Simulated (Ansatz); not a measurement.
# C9H10O3SiW: a ladder of functionals and wavefunction methods

The task here is to estimate one member of a computed series from the others.

The runs use Ansatz 0.2.0, Gaussian basis; functionals in def2-TZVPP, the program's frozen cores in correlated methods.

Plan: LDA (SPW92), PBE-D4, revPBE-D4, BLYP-D4, r2SCAN-D4, B97M-V, PBE0-D4, B3LYP-D4, r2SCANh-D4, r2SCAN0-D4, HSE06-D4, BHLYP-D4, CAM-B3LYP-D4, LC-ωPBE, ωB97X-V, ωB97M-V, B2PLYP, PBE-QIDH; CCSD(T)/def2-SVP; CCSD(T)/def2-TZVPP; MP2/def2-QZVPP; extrapolation to the limit; RPA on PBE.

## Structure used throughout

An earlier PBE0-D4 in a triple-zeta def2 set relaxation fixed the geometry. W takes the def2 core potential; no spin-orbit term is included.

SMILES `[CH3][W-3]1234([C]#[O+])([C]#[O+])([C]#[O+])[C@@H]5[C@H]1[C@H]2[C@@]3([SiH3])[C@@H]54`, 24 atoms, charge 0, spin multiplicity 1.

Atoms are counted from 1 here; the program's logs count them from 0.

Bond lengths: C1–W2 2.297 Å, C1–H15 1.088 Å, C1–H16 1.091 Å, C1–H17 1.092 Å, W2–C3 1.986 Å, W2–C5 1.986 Å, W2–C7 1.991 Å, W2–C9 2.338 Å, W2–C10 2.379 Å, W2–C11 2.377 Å, W2–C12 2.355 Å, W2–C14 2.318 Å, C3–O4 1.146 Å, C5–O6 1.146 Å, C7–O8 1.147 Å, C9–C10 1.419 Å, C9–C14 1.422 Å, C9–H18 1.079 Å and more. Angles: W2–C1–H15 114.3°, W2–C1–H16 108.9°, W2–C1–H17 108.3°, H15–C1–H16 108.1°, H15–C1–H17 108.1°, H16–C1–H17 109.0°, C1–W2–C3 73.3°, C1–W2–C5 73.2°, C1–W2–C7 132.1°, C1–W2–C9 134.0°, C1–W2–C10 99.5°, C1–W2–C11 79.7°, C1–W2–C12 96.8°, C1–W2–C14 132.3°, C3–W2–C5 104.0°, C3–W2–C7 78.1°, C3–W2–C9 108.6°, C3–W2–C10 96.3° and more.

Set-up of the first run:

The input, in.yaml:

```yaml
crystal:
  periodic: [false, false, false]
  atoms:
    - {symbol: C, position_ang: [0.698160, -1.984604, 0.818829]}
    - {symbol: W, position_ang: [-0.126780, 0.159348, 0.828747]}
    - {symbol: C, position_ang: [0.681230, -0.149404, 2.616991]}
    - {symbol: O, position_ang: [1.195101, -0.318909, 3.626803]}
    - {symbol: C, position_ang: [-1.694975, -1.057938, 0.792873]}
    - {symbol: O, position_ang: [-2.592127, -1.767443, 0.724718]}
    - {symbol: C, position_ang: [-1.415362, 1.088374, 2.028533]}
    - {symbol: O, position_ang: [-2.157893, 1.624961, 2.718584]}
    - {symbol: C, position_ang: [0.649230, 2.202951, 0.000582]}
    - {symbol: C, position_ang: [1.738728, 1.300653, -0.108351]}
    - {symbol: C, position_ang: [1.365669, 0.287376, -1.017303]}
    - {symbol: C, position_ang: [0.042341, 0.532741, -1.490396]}
    - {symbol: Si, position_ang: [-0.926519, -0.492390, -2.704642]}
    - {symbol: C, position_ang: [-0.390538, 1.735954, -0.849751]}
    - {symbol: H, position_ang: [0.294089, -2.624236, 1.601295]}
    - {symbol: H, position_ang: [1.782256, -1.947013, 0.937903]}
    - {symbol: H, position_ang: [0.462835, -2.437862, -0.145900]}
    - {symbol: H, position_ang: [0.627439, 3.099341, 0.601455]}
    - {symbol: H, position_ang: [2.685023, 1.377795, 0.405487]}
    - {symbol: H, position_ang: [1.977197, -0.560291, -1.289094]}
    - {symbol: H, position_ang: [-0.620164, -1.929201, -2.492522]}
    - {symbol: H, position_ang: [-2.372552, -0.232087, -2.499390]}
    - {symbol: H, position_ang: [-0.559750, -0.129012, -4.099536]}
    - {symbol: H, position_ang: [-1.342647, 2.220917, -1.005947]}
basis:
  gaussian: {orbitals: def2-TZVPP}
hamiltonian: {xc: lda}
output: {orbitals: {seedname: orbitals}}
```

On the command line:

```sh
$ ansatz run in.yaml --threads 11 --pin off --events-out ev --progress --plain --max-ram 174080MiB --backend cuda --devices 0, --max-vram 75GiB
```

Steps of the session up to this table: LDA; PBE-D4 (GGA); revPBE-D4 (GGA); BLYP-D4 (GGA); r2SCAN-D4 (meta-GGA); B97M-V (meta-GGA); B3LYP-D4 (hybrid); r2SCANh-D4 (hybrid); r2SCAN0-D4 (hybrid); HSE06-D4 (hybrid); BHLYP-D4 (hybrid); CAM-B3LYP-D4 (range-separated); LC-ωPBE (range-separated); ωB97X-V (range-separated); ωB97M-V (range-separated); B2PLYP (double hybrid); PBE-QIDH (double hybrid).

One table of the session follows, with a row left open; its other results are not shown here.

It belongs to the step «Orbital energies across the functionals». 

```
  functional  HOMO (eV)  LUMO (eV)  gap (eV)
 LDA (SPW92)      -5.65      -2.52      3.13
      PBE-D4      -5.41      -2.27      3.15
   revPBE-D4      -5.33      -2.17      3.16
     BLYP-D4      -5.24      -2.14      3.10
   r2SCAN-D4      -5.58      -2.14      3.43
      B97M-V      -5.51      -2.12      3.39
     PBE0-D4      -6.32      -1.39      4.93
    B3LYP-D4      -6.14      -1.61      4.53
  r2SCANh-D4      -5.93      -1.82      4.11
  r2SCAN0-D4      -6.47      -1.32      5.14
    HSE06-D4      -5.94      -1.76      4.18
    BHLYP-D4      -7.12      -0.38      6.74
CAM-B3LYP-D4          ?          ?         ?
     LC-ωPBE      -8.51       0.78      9.30
     ωB97X-V      -8.27       0.74      9.01
     ωB97M-V      -8.25       0.65      8.90
```

Estimate the missing values for CAM-B3LYP-D4.

**Answer.** HOMO (eV): -7.42; LUMO (eV): -0.31; gap (eV): 7.11. In the column «HOMO (eV)» it lies between ωB97M-V (-8.25) and BHLYP-D4 (-7.12).
